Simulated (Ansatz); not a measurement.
Born–Oppenheimer molecular dynamics of a periodic cell of 16 atoms, WC (start crystal WC, start structure P-6m2, volume 1.15 times the crystal's). It starts from a structure without forces on its atoms.

All numbers below come from DFT PBE, scalar-relativistic, plane waves, PAW (Ansatz). Settings: PAW set soft_1, cutoff 420 eV, k mesh 2x2x2, fermi-dirac smearing 0.36 eV, no spin polarisation.

```
ensemble             : NVT, Langevin thermostat
time step            : 1 fs
steps asked          : 350
set temperature      : 300 K
friction             : 0.02 /fs
temperature schedule : 350 steps to 4200 K
seed                 : 474237
```

Frames 20 fs apart, positions in Å.

Velocities at 110.0 fs (Å/ps):

```
W -0.91 -1.51 1.08
C -10.22 -11.06 15.87
W 0.26 -2.04 -1.10
C 1.85 -11.00 3.76
W 2.37 0.00 -0.46
C 4.29 11.62 1.23
W 0.63 2.32 -1.69
C 3.74 10.09 7.01
W 4.86 -0.97 1.18
C -0.78 -2.60 -1.66
W -0.13 -1.30 3.57
C 3.70 2.52 -17.08
W 3.85 -0.58 2.10
C -5.87 4.74 1.56
W 1.78 -2.09 0.67
C 13.49 -16.13 -2.55
```

```xyz
16
Lattice="-3.0388 -5.2634 0.0000 4.5582 -2.6317 0.0000 0.0000 0.0000 5.9278" Properties=species:S:1:pos:R:3 time_fs=110.0 energy_less_start_eV=1.569 T=956
W -0.003 -5.104 0.064
C 1.573 -4.438 1.548
W 0.007 -5.285 3.088
C 1.602 -4.260 4.543
W -1.404 -2.711 0.005
C 0.035 -1.638 1.584
W -1.494 -2.585 2.949
C 0.222 -1.720 4.521
W 1.662 -2.552 -0.079
C 3.021 -1.837 1.545
W 1.606 -2.622 2.998
C 3.022 -1.614 4.454
W 0.060 -0.002 0.039
C -1.551 -4.396 1.715
W 0.001 -0.025 3.064
C -1.556 -4.290 4.564
16
Lattice="-3.0388 -5.2634 0.0000 4.5582 -2.6317 0.0000 0.0000 0.0000 5.9278" Properties=species:S:1:pos:R:3 time_fs=130.0 energy_less_start_eV=2.398 T=962
W 0.005 -5.131 0.064
C 1.480 -4.594 1.662
W 0.011 -5.337 3.072
C 1.630 -4.463 4.449
W -1.400 -2.695 0.017
C 0.087 -1.654 1.474
W -1.457 -2.517 2.897
C 0.020 -1.681 4.546
W 1.751 -2.550 -0.052
C 3.107 -1.841 1.401
W 1.610 -2.644 3.041
C 3.021 -1.718 4.363
W 0.101 -0.019 0.044
C -1.453 -4.357 1.518
W 0.044 -0.026 3.083
C -1.259 -4.542 4.431
16
Lattice="-3.0388 -5.2634 0.0000 4.5582 -2.6317 0.0000 0.0000 0.0000 5.9278" Properties=species:S:1:pos:R:3 time_fs=150.0 energy_less_start_eV=3.141 T=1300
W 0.093 -5.140 0.057
C 1.632 -4.458 1.395
W -0.020 -5.313 3.038
C 1.600 -4.621 4.310
W -1.436 -2.627 0.056
C 0.076 -1.965 1.450
W -1.432 -2.471 2.873
C -0.176 -1.671 4.380
W 1.787 -2.496 -0.025
C 3.337 -1.718 1.479
W 1.623 -2.623 3.072
C 3.216 -1.794 4.475
W 0.123 0.016 0.059
C -1.308 -4.458 1.433
W 0.105 -0.033 3.078
C -1.531 -4.230 4.298
16
Lattice="-3.0388 -5.2634 0.0000 4.5582 -2.6317 0.0000 0.0000 0.0000 5.9278" Properties=species:S:1:pos:R:3 time_fs=170.0 energy_less_start_eV=2.678 T=2006
W 0.259 -5.208 0.093
C 1.661 -4.180 1.284
W 0.028 -5.241 3.017
C 1.496 -4.290 4.372
W -1.433 -2.592 0.050
C 0.478 -1.537 1.407
W -1.452 -2.535 2.912
C 0.346 -1.699 4.539
W 1.738 -2.503 0.013
C 3.243 -1.563 1.497
W 1.612 -2.577 3.094
C 3.232 -1.636 4.476
W 0.202 0.019 0.119
C -1.405 -4.318 1.434
W 0.114 -0.004 3.034
C -1.582 -4.178 4.268
16
Lattice="-3.0388 -5.2634 0.0000 4.5582 -2.6317 0.0000 0.0000 0.0000 5.9278" Properties=species:S:1:pos:R:3 time_fs=190.0 energy_less_start_eV=3.897 T=2583
W 0.341 -5.290 0.145
C 1.858 -4.351 1.615
W 0.113 -5.138 2.980
C 1.749 -4.053 4.675
W -1.425 -2.536 0.038
C 0.149 -1.515 1.470
W -1.450 -2.657 2.901
C 0.444 -1.373 4.684
W 1.722 -2.550 0.062
C 3.189 -1.730 1.524
W 1.655 -2.567 3.159
C 3.252 -1.770 4.269
W 0.268 0.079 0.131
C -1.242 -4.101 1.476
W 0.204 0.062 2.948
C -1.288 -4.334 4.367
16
Lattice="-3.0388 -5.2634 0.0000 4.5582 -2.6317 0.0000 0.0000 0.0000 5.9278" Properties=species:S:1:pos:R:3 time_fs=210.0 energy_less_start_eV=4.666 T=2182
W 0.384 -5.347 0.151
C 1.656 -4.382 1.813
W 0.213 -5.057 2.964
C 1.782 -4.611 4.495
W -1.474 -2.529 0.061
C 0.116 -2.016 1.812
W -1.372 -2.720 2.982
C 0.180 -1.587 4.689
W 1.732 -2.580 0.158
C 3.306 -1.657 1.469
W 1.696 -2.568 3.152
C 3.336 -1.504 4.380
W 0.349 0.155 0.150
C -1.385 -4.370 1.670
W 0.287 0.160 2.945
C -1.183 -4.268 4.616
16
Lattice="-3.0388 -5.2634 0.0000 4.5582 -2.6317 0.0000 0.0000 0.0000 5.9278" Properties=species:S:1:pos:R:3 time_fs=230.0 energy_less_start_eV=4.600 T=3010
W 0.354 -5.378 0.113
C 1.888 -4.302 1.368
W 0.256 -5.034 3.077
C 1.730 -4.400 4.436
W -1.406 -2.527 0.046
C 0.343 -1.828 1.525
W -1.317 -2.622 3.057
C 0.258 -2.071 4.472
W 1.716 -2.561 0.217
C 3.207 -1.817 1.812
W 1.729 -2.567 3.087
C 3.269 -1.580 4.777
W 0.349 0.182 0.200
C -1.187 -4.388 1.586
W 0.379 0.222 2.993
C -1.133 -4.571 4.757
16
Lattice="-3.0388 -5.2634 0.0000 4.5582 -2.6317 0.0000 0.0000 0.0000 5.9278" Properties=species:S:1:pos:R:3 time_fs=250.0 energy_less_start_eV=5.032 T=2787
W 0.229 -5.385 0.087
C 1.825 -4.122 1.720
W 0.243 -5.130 3.147
C 1.764 -4.059 4.639
W -1.242 -2.527 0.016
C 0.077 -1.555 1.488
W -1.220 -2.506 3.088
C 0.287 -2.267 4.445
W 1.668 -2.599 0.210
C 3.444 -1.542 1.915
W 1.825 -2.602 3.086
C 3.354 -1.929 4.725
W 0.360 0.094 0.174
C -0.910 -4.169 1.518
W 0.440 0.214 3.054
C -1.352 -4.648 4.624
16
Lattice="-3.0388 -5.2634 0.0000 4.5582 -2.6317 0.0000 0.0000 0.0000 5.9278" Properties=species:S:1:pos:R:3 time_fs=270.0 energy_less_start_eV=7.163 T=3335
W 0.111 -5.400 0.082
C 1.707 -4.337 1.972
W 0.250 -5.259 3.149
C 1.826 -4.693 4.711
W -1.200 -2.587 0.024
C 0.213 -1.372 1.719
W -1.153 -2.360 3.080
C 0.418 -1.850 4.776
W 1.677 -2.630 0.131
C 3.434 -1.343 1.440
W 2.010 -2.593 3.114
C 3.555 -2.008 4.571
W 0.467 -0.032 0.146
C -1.589 -4.066 1.669
W 0.460 0.189 3.024
C -1.323 -4.105 4.548
16
Lattice="-3.0388 -5.2634 0.0000 4.5582 -2.6317 0.0000 0.0000 0.0000 5.9278" Properties=species:S:1:pos:R:3 time_fs=290.0 energy_less_start_eV=7.689 T=3405
W 0.041 -5.430 0.043
C 1.664 -4.173 1.755
W 0.291 -5.392 3.112
C 1.771 -4.678 4.671
W -1.166 -2.678 0.136
C 0.311 -1.734 1.535
W -1.064 -2.271 3.043
C 0.524 -1.577 4.528
W 1.789 -2.670 0.001
C 3.175 -2.031 1.628
W 2.072 -2.567 3.236
C 3.439 -1.780 4.301
W 0.578 -0.108 0.109
C -1.385 -3.978 1.867
W 0.437 0.077 3.001
C -0.882 -4.284 4.377
16
Lattice="-3.0388 -5.2634 0.0000 4.5582 -2.6317 0.0000 0.0000 0.0000 5.9278" Properties=species:S:1:pos:R:3 time_fs=310.0 energy_less_start_eV=8.863 T=4040
W 0.099 -5.468 0.027
C 1.716 -4.112 1.606
W 0.370 -5.485 3.042
C 1.915 -4.440 4.532
W -1.165 -2.705 0.261
C 0.412 -1.724 1.041
W -1.026 -2.334 3.061
C 0.435 -1.587 4.217
W 1.938 -2.748 0.005
C 3.371 -2.032 1.679
W 2.026 -2.630 3.266
C 3.684 -1.578 4.685
W 0.704 -0.111 0.132
C -0.914 -4.626 1.547
W 0.408 -0.024 3.042
C -0.970 -4.495 4.561
16
Lattice="-3.0388 -5.2634 0.0000 4.5582 -2.6317 0.0000 0.0000 0.0000 5.9278" Properties=species:S:1:pos:R:3 time_fs=330.0 energy_less_start_eV=7.165 T=4263
W 0.229 -5.440 -0.003
C 2.112 -4.689 1.714
W 0.519 -5.523 3.030
C 2.044 -4.537 4.478
W -1.167 -2.770 0.365
C 0.329 -1.761 1.860
W -1.024 -2.509 3.113
C 0.373 -2.087 4.687
W 1.947 -2.874 0.119
C 3.640 -1.677 1.568
W 2.003 -2.603 3.233
C 3.720 -1.838 4.515
W 0.811 -0.015 0.161
C -1.062 -4.701 1.682
W 0.290 -0.058 3.163
C -1.203 -4.551 4.249
```

Of the whole run (350 fs, mean temperature of the second half 3225 K): The schedule's set-point averaged 3225 K over the second half and the system 3225 K. A run of 0.35 ps of so small a system gives no equilibrium averages. Limits of this set-up: coarse k mesh.

The run took 38 min on 1 thread of Arm Neoverse V1, with other jobs on the host, peak memory 0.64 GiB.
